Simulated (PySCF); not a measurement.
# difluorogermane (GeH2F2): electronic excitations at several levels of theory

Aim: compute the electronic excitations of difluorogermane (GeH2F2) (`[F][GeH2][F]`) at several levels, and see how far they spread and what each costs.

Computed with PySCF 2.14.0, with density-fitted response routines of our own, on a single molecule in the gas phase. Atoms are numbered from 0 throughout.

## Step 1: The starting structure

5 atoms, charge 0, multiplicity 1; geometry from: GFN2-xTB. The atoms were then displaced at random by about 0.01 Å, so the start is not that level's minimum.

Bonds of the start (Å): F0–Ge1 1.69, Ge1–F2 1.71, Ge1–H3 1.49, Ge1–H4 1.50.

## Step 2: Optimising the geometry at PBE0-D3(BJ)/def2-SVP

What the job is given:

```
{"job": {"xc": "PBE0", "basis": "def2-SVP", "d3": "d3bj", "grid": 1, "shake": 0.01, "kind": "geom"}, "charge": 0, "multiplicity": 1}
F     -1.219080     1.021910    -0.039200
Ge    -0.019800    -0.163880     0.006560
F      1.401180     0.780300    -0.109600
H     -0.008230    -0.736170     1.377860
H     -0.120500    -0.936140    -1.273500
```

Run with:

```
$ OMP_NUM_THREADS=1 python probes_run.py task.json out
```

One launch serves the whole session: the jobs run in the order shown.

Output:

```text
step   0  E = -2277.07574126  max force = 0.024523
step   1  E = -2277.07656073  max force = 0.025340
step   2  E = -2277.07927995  max force = 0.007298
step   3  E = -2277.07942491  max force = 0.000946
step   4  E = -2277.07942968  max force = 0.000188
optimisation converged
```

Run time: 7.2 s. Hardware: 1 thread of Arm Neoverse V2, shared host; peak memory 0.3 GiB.

Step by step:

| step | energy from step 0 (eV) | largest force component (eV/Å) |
| --- | --- | --- |
| 0 | 0.0000 | 1.2610 |
| 1 | -0.0223 | 1.3030 |
| 2 | -0.0963 | 0.3753 |
| 3 | -0.1002 | 0.0486 |
| 4 | -0.1004 | 0.0097 |

Distances of close pairs at the start and the end, largest changes first:

| bond | before (Å) | after (Å) | change (Å) |
| --- | --- | --- | --- |
| Ge1–H3 | 1.486 | 1.528 | +0.042 |
| F0–Ge1 | 1.687 | 1.729 | +0.042 |
| Ge1–H4 | 1.498 | 1.529 | +0.030 |
| Ge1–F2 | 1.710 | 1.729 | +0.019 |

The next job starts from the end point, and lists it.

| at the end point | value |
| --- | --- |
| point group (found at 0.08 Å tolerance) | C2v |
| rotational constants (GHz, main isotopes) | 15.010, 6.717, 4.960 |
| dipole moment (D) | 2.57 |

## Step 3: Excited states and response: PBE0/aug-cc-pVDZ

What the job is given:

```
{"job": {"kind": "uv", "xc": "PBE0", "basis": "aug-cc-pVDZ"}, "charge": 0, "multiplicity": 1}
F     -1.315719     1.490924    -0.049351
Ge    -0.059215     0.303322    -0.022614
F      1.414025     1.196607    -0.164026
H     -0.073260    -0.362401     1.353101
H     -0.204920    -0.562586    -1.273780
```

With the program's defaults for keys left out, this is: TDDFT PBE0/aug-cc-pVDZ, vertical, gas phase, core orbitals frozen in the response.

Output:

```text
coarse grid: 22960 points
cycle   1  E = -2277.3956108808  dE = -4.790e-01  |g| = 7.476e-01  |ddm| = 3.971e+00
cycle   2  E = -2277.1947827466  dE =  2.008e-01  |g| = 1.340e+00  |ddm| = 2.848e+00
cycle   3  E = -2277.4975086524  dE = -3.027e-01  |g| = 4.834e-02  |ddm| = 1.630e+00
cycle   4  E = -2277.4979347969  dE = -4.261e-04  |g| = 1.504e-02  |ddm| = 1.673e-01
cycle   5  E = -2277.4979786017  dE = -4.380e-05  |g| = 5.570e-04  |ddm| = 4.116e-02
cycle   6  E = -2277.4979786624  dE = -6.069e-08  |g| = 4.122e-04  |ddm| = 1.945e-03
final grid: 46992 points
cycle   7  E = -2277.4980114327  dE = -5.666e-08  |g| = 6.456e-04  |ddm| = 1.909e-03
cycle   8  E = -2277.4980113072  dE =  1.255e-07  |g| = 1.087e-03  |ddm| = 1.910e-03
cycle   9  E = -2277.4980115015  dE = -1.943e-07  |g| = 2.029e-05  |ddm| = 1.192e-03
cycle  10  E = -2277.4980115016  dE = -5.093e-11  |g| = 5.260e-06  |ddm| = 5.138e-05
converged SCF energy = -2277.4980115016

Static polarisability (au): isotropic 29.777, principal 29.096 29.303 30.932

Singlet excitations
state   eV       nm        f      main configurations
  1   8.0787    153.5   0.00000   H->L 0.97
  2   8.2782    149.8   0.00928   H->L+1 0.81, H->L+2 0.15
  3   8.8754    139.7   0.21531   H->L+2 0.82, H->L+1 0.16
  4   9.3705    132.3   0.00216   H-1->L 0.46, H-2->L+1 0.45
  5   9.4994    130.5   0.03498   H-2->L 0.79, H-1->L+1 0.12
  6   9.6401    128.6   0.09745   H-1->L+1 0.75, H-2->L 0.15
  7   9.7214    127.5   0.00215   H-3->L+1 0.79
  8   9.7245    127.5   0.02592   H-3->L 0.87
  9   9.9609    124.5   0.02703   H->L+3 0.97
 10  10.0374    123.5   0.09237   H-2->L+1 0.46, H-1->L 0.44

Triplet excitations (Tamm-Dancoff, eV): 7.5739 7.6068 7.9508 8.8274
```

It took 6.1 s on 1 thread of Arm Neoverse V2, shared host; peak memory 0.42 GiB.

Frontier orbitals and where they lie:

| orbital | eV | atoms |
| --- | --- | --- |
| HOMO−3 | -11.72 | F0 48 %, F2 48 % |
| HOMO−2 | -11.49 | F2 50 %, F0 49 % |
| HOMO−1 | -11.41 | F0 36 %, F2 35 %, Ge1 14 % |
| HOMO | -10.09 | Ge1 30 %, H3 20 %, H4 20 % |
| LUMO | -0.49 | Ge1 69 %, H4 9 %, H3 9 % |
| LUMO+1 | -0.36 | Ge1 54 %, H4 15 %, H3 15 % |
| LUMO+2 | -0.11 | Ge1 34 %, H4 32 %, H3 32 % |

With each of the 10 states as a Gaussian band of 0.4 eV half-width at 1/e, the curve within the window shown has maxima at 139 nm (ε 9,000), 127 nm (ε 8,900) L/(mol cm). Beyond the last state computed it falls off for lack of states. The curve at chosen wavelengths:

```tsv
nm	ε (L/mol/cm)
120	2898
122	5313
124	7519
125	8290
127	8924
129	8384
131	7234
133	6510
134	6572
136	7508
138	8700
140	8977
142	7881
143	6944
145	4820
147	2958
149	1680
151	934
152	701
154	403
156	234
158	132
160	70
161	49
163	23
165	10
```

Further results of this job:

| property | computed |
| --- | --- |
| dipole moment (D) | 2.70 |
| polarisability (Å³) | 4.41 |
| HOMO–LUMO gap (eV) | 9.60 |
| −ε(HOMO) (eV) | 10.09 |

## Step 4: TDDFT and polarisability: PBE0/aug-cc-pVTZ

What the job is given:

```
{"job": {"kind": "uv", "xc": "PBE0", "basis": "aug-cc-pVTZ"}, "charge": 0, "multiplicity": 1}
F     -1.315719     1.490924    -0.049351
Ge    -0.059215     0.303322    -0.022614
F      1.414025     1.196607    -0.164026
H     -0.073260    -0.362401     1.353101
H     -0.204920    -0.562586    -1.273780
```

Level: TDDFT PBE0/aug-cc-pVTZ, vertical, gas phase, core orbitals frozen in the response.

Output:

```text
coarse grid: 22960 points
cycle   1  E = -2277.4984274331  dE = -4.800e-01  |g| = 9.321e-01  |ddm| = 4.397e+00
cycle   2  E = -2277.2313531861  dE =  2.671e-01  |g| = 1.645e+00  |ddm| = 2.352e+00
cycle   3  E = -2277.6262929364  dE = -3.949e-01  |g| = 1.118e-01  |ddm| = 1.534e+00
cycle   4  E = -2277.6276406632  dE = -1.348e-03  |g| = 3.124e-02  |ddm| = 1.774e-01
cycle   5  E = -2277.6277457713  dE = -1.051e-04  |g| = 2.249e-03  |ddm| = 3.588e-02
cycle   6  E = -2277.6277466598  dE = -8.886e-07  |g| = 3.997e-04  |ddm| = 3.251e-03
final grid: 46992 points
cycle   7  E = -2277.6275419319  dE = -3.429e-07  |g| = 4.553e-04  |ddm| = 3.297e-03
cycle   8  E = -2277.6275418915  dE =  4.036e-08  |g| = 7.009e-04  |ddm| = 1.177e-03
cycle   9  E = -2277.6275419613  dE = -6.981e-08  |g| = 5.368e-05  |ddm| = 7.112e-04
cycle  10  E = -2277.6275419618  dE = -4.366e-10  |g| = 1.067e-05  |ddm| = 8.072e-05
converged SCF energy = -2277.6275419618

Static polarisability (au): isotropic 30.161, principal 29.452 29.588 31.443

Singlet excitations
state   eV       nm        f      main configurations
  1   8.0735    153.6   0.00000   H->L 0.97
  2   8.2956    149.5   0.00513   H->L+1 0.82, H->L+2 0.14
  3   8.8710    139.8   0.20744   H->L+2 0.83, H->L+1 0.15
  4   9.4134    131.7   0.00457   H-1->L 0.50, H-2->L+1 0.40
  5   9.5338    130.0   0.02618   H-2->L 0.84
  6   9.6769    128.1   0.10773   H-1->L+1 0.79, H-2->L 0.10
  7   9.7519    127.1   0.03315   H-3->L 0.94
  8   9.7886    126.7   0.00002   H-3->L+1 0.85
  9   9.8747    125.6   0.02781   H->L+3 0.97
 10  10.0676    123.2   0.10322   H-2->L+1 0.49, H-1->L 0.42

Triplet excitations (Tamm-Dancoff, eV): 7.5950 7.6312 7.9176 8.8492
```

Wall time 16 s (1 thread of Arm Neoverse V2, shared host); peak memory 0.82 GiB.

This run: HOMO -10.09 eV, LUMO -0.49 eV; lowest singlet 8.07 eV.

## Step 5: Excited states and response: PBE0/def2-TZVPD

What the job is given:

```
{"job": {"kind": "uv", "xc": "PBE0", "basis": "def2-TZVPD"}, "charge": 0, "multiplicity": 1}
F     -1.315719     1.490924    -0.049351
Ge    -0.059215     0.303322    -0.022614
F      1.414025     1.196607    -0.164026
H     -0.073260    -0.362401     1.353101
H     -0.204920    -0.562586    -1.273780
```

Method: TDDFT PBE0/def2-TZVPD, vertical, gas phase, core orbitals frozen in the response.

Output:

```text
coarse grid: 22960 points
cycle   1  E = -2277.4579818009  dE = -4.766e-01  |g| = 1.045e+00  |ddm| = 1.670e+00
cycle   2  E = -2277.1649905764  dE =  2.930e-01  |g| = 1.796e+00  |ddm| = 1.396e+00
cycle   3  E = -2277.5969493503  dE = -4.320e-01  |g| = 1.467e-01  |ddm| = 8.897e-01
cycle   4  E = -2277.5991258739  dE = -2.177e-03  |g| = 3.867e-02  |ddm| = 9.166e-02
cycle   5  E = -2277.5992751350  dE = -1.493e-04  |g| = 2.929e-03  |ddm| = 1.834e-02
cycle   6  E = -2277.5992766416  dE = -1.507e-06  |g| = 4.955e-04  |ddm| = 1.964e-03
final grid: 46992 points
cycle   7  E = -2277.5991313458  dE = -3.205e-07  |g| = 4.085e-04  |ddm| = 1.494e-03
cycle   8  E = -2277.5991313397  dE =  6.117e-09  |g| = 5.124e-04  |ddm| = 5.697e-04
cycle   9  E = -2277.5991313727  dE = -3.303e-08  |g| = 9.028e-05  |ddm| = 2.821e-04
cycle  10  E = -2277.5991313739  dE = -1.202e-09  |g| = 2.561e-05  |ddm| = 5.698e-05
cycle  11  E = -2277.5991313740  dE = -7.503e-11  |g| = 3.159e-06  |ddm| = 1.330e-05
converged SCF energy = -2277.5991313740

Static polarisability (au): isotropic 30.129, principal 29.422 29.578 31.388

Singlet excitations
state   eV       nm        f      main configurations
  1   8.1546    152.0   0.00000   H->L 0.99
  2   8.3789    148.0   0.00171   H->L+1 0.96
  3   9.1444    135.6   0.27526   H->L+2 0.93
  4   9.4804    130.8   0.00339   H-1->L 0.49, H-2->L+1 0.47
  5   9.6080    129.0   0.02971   H-2->L 0.83, H-1->L+1 0.10
  6   9.7669    126.9   0.09386   H-1->L+1 0.85, H-2->L 0.12
  7   9.8279    126.2   0.02357   H-3->L 0.96
  8   9.8526    125.8   0.00003   H-3->L+1 0.95
  9  10.2037    121.5   0.12820   H-1->L 0.46, H-2->L+1 0.44
 10  10.3340    120.0   0.00127   H-2->L+2 0.96

Triplet excitations (Tamm-Dancoff, eV): 7.6615 7.6775 7.9734 8.8998
```

It took 11 s on 1 thread of Arm Neoverse V2, shared host; peak memory 0.61 GiB.

In short: HOMO -10.09 eV, LUMO -0.33 eV; lowest singlet 8.15 eV.

## Step 6: Comparing the runs: electronic excitations

Excitations and ground-state properties, with basis size and wall time:

| run | lowest singlet (eV) | brightest (eV) | f | gap (eV) | α (Å³) | μ (D) | functions | time |
| --- | --- | --- | --- | --- | --- | --- | --- | --- |
| PBE0/aug-cc-pVDZ | 8.08 | 8.88 | 0.215 | 9.60 | 4.41 | 2.70 | 100 | 6.1 s |
| PBE0/aug-cc-pVTZ | 8.07 | 8.87 | 0.207 | 9.60 | 4.47 | 2.66 | 197 | 16 s |
| PBE0/def2-TZVPD | 8.15 | 9.14 | 0.275 | 9.76 | 4.46 | 2.67 | 152 | 11 s |

## Step 7: Summary of results

| quantity | value |
| --- | --- |
| point group | C2v |
| rotational constants (main isotopes) | 15.01, 6.72, 4.96 GHz |
| lowest singlet (PBE0/aug-cc-pVDZ) | 8.08 eV (153 nm), f = 0.000 |
| brightest single state of those computed | state 3, 8.88 eV, f = 0.215 |
| lowest triplet | 7.57 eV |
| range of the lowest singlet | 8.07 to 8.15 eV |

What this shows: Single values in the summary come from the first run of each kind that ended normally (PBE0/aug-cc-pVDZ), which need not be the best level. Over 4 steps the energy fell by 0.100 eV; of the close pairs, Ge1–H3 changed most, 1.486 to 1.528 Å. No frequency check was run at this level, so the end point may be a saddle. The lowest singlet, at 8.08 eV, is HOMO→LUMO 0.97 and is dark; of the 10 states computed, the strongest absorption comes from state 3 at 8.88 eV (the last state computed is bright too, and its partners may lie past the list). The lowest triplet lies 0.50 eV below the lowest singlet (triplets in Tamm-Dancoff, singlets in full TDDFT). The lowest singlet runs from 8.07 eV (PBE0/aug-cc-pVTZ) to 8.15 eV (PBE0/def2-TZVPD), while the orbital gap spans 9.60 to 9.76 eV. The lowest state need not be the same one in every run.
